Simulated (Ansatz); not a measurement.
# CH₃FOSi: ionisation energy by level of theory

An exercise on one series of results from a longer session: the logs are not shown, and one member is left open.

Program: Ansatz 0.2.0, Gaussian basis. Level of theory: unrestricted cation, the program's frozen cores in correlated methods. These are calculated values, not measurements.

Levels to be run: UKS PBE-D4/def2-TZVPP; UKS r2SCAN-D4/def2-TZVPP; UKS PBE0-D4/def2-TZVPP; UKS B3LYP-D4/def2-TZVPP; UKS wB97X-V/def2-TZVPP; UKS wB97M-V/def2-TZVPP; UKS B2PLYP/def2-TZVPP; UHF-CCSD(T)/def2-TZVPP; UHF-MP2/def2-QZVPP; extrapolation to the limit; then −ε(HOMO) from the neutral's earlier runs with LDA (SPW92), PBE-D4, revPBE-D4, BLYP-D4, r2SCAN-D4, B97M-V, PBE0-D4, B3LYP-D4, r2SCANh-D4, r2SCAN0-D4, HSE06-D4, BHLYP-D4, CAM-B3LYP-D4, LC-ωPBE, ωB97X-V, ωB97M-V.

## The relaxed structure

An earlier PBE0-D4 in a triple-zeta def2 set relaxation fixed the geometry.

SMILES `F[SiH]1CO1`, 7 atoms, charge 0, spin multiplicity 1.

Atoms are counted from 1 here; the program's logs count them from 0.

Bond lengths: F1–Si2 1.584 Å, Si2–C3 1.790 Å, Si2–O4 1.634 Å, Si2–H5 1.469 Å, C3–O4 1.505 Å, C3–H6 1.087 Å, C3–H7 1.088 Å. Angles: F1–Si2–C3 121.7°, F1–Si2–O4 118.1°, F1–Si2–H5 107.5°, C3–Si2–O4 51.9°, C3–Si2–H5 127.6°, O4–Si2–H5 119.1°, Si2–C3–O4 58.7°, Si2–C3–H6 123.7°, Si2–C3–H7 121.1°, O4–C3–H6 112.3°, O4–C3–H7 111.8°, H6–C3–H7 113.5°, Si2–O4–C3 69.4°.

The first run:

Contents of in.yaml:

```yaml
crystal:
  periodic: [false, false, false]
  atoms:
    - {symbol: F, position_ang: [-2.105360, -0.021946, 0.299545]}
    - {symbol: Si, position_ang: [-0.702870, 0.117398, -0.423880]}
    - {symbol: C, position_ang: [0.837403, 0.019343, 0.481968]}
    - {symbol: O, position_ang: [0.336768, -1.140574, -0.335143]}
    - {symbol: H, position_ang: [-0.938247, 0.760002, -1.724151]}
    - {symbol: H, position_ang: [1.782307, 0.408566, 0.110753]}
    - {symbol: H, position_ang: [0.851198, -0.210688, 1.545109]}
basis:
  gaussian: {orbitals: def2-TZVPP}
total_charge: 1
magnetization: {spin_polarized: true, initial_magnetization: 1}
hamiltonian: {xc: pbe, dispersion: d4}
```

On the command line:

```
ansatz run in.yaml --threads 2 --pin off --events-out ev --progress --plain --max-ram 4352MiB
```

Among the steps run: Cation, UKS PBE-D4/def2-TZVPP; Cation, UKS r2SCAN-D4/def2-TZVPP; Cation, UKS PBE0-D4/def2-TZVPP; Cation, UKS B3LYP-D4/def2-TZVPP; Cation, UKS wB97X-V/def2-TZVPP; Cation, UKS wB97M-V/def2-TZVPP; Cation, UKS B2PLYP (frozen core)/def2-TZVPP; Cation, UHF-CCSD(T)/def2-TZVPP; Cation, UHF-MP2/def2-QZVPP.

One of the session's tables, all rows but one given; the rest of the session is left out.

For comparison, −ε(HOMO) of the neutral from earlier runs:

```
  functional  −ε(HOMO) (eV)
 LDA (SPW92)           6.82
      PBE-D4              ?
   revPBE-D4           6.59
     BLYP-D4           6.53
   r2SCAN-D4           6.91
      B97M-V           6.98
     PBE0-D4           8.01
    B3LYP-D4           7.78
  r2SCANh-D4           7.41
  r2SCAN0-D4           8.18
    HSE06-D4           7.60
    BHLYP-D4           9.27
CAM-B3LYP-D4           9.42
     LC-ωPBE          10.78
     ωB97X-V          10.40
     ωB97M-V          10.28
```

Q: Estimate the row for PBE-D4 from the others.

**Answer.** −ε(HOMO) (eV): 6.65. In the column «−ε(HOMO) (eV)» it lies between revPBE-D4 (6.59) and LDA (SPW92) (6.82).
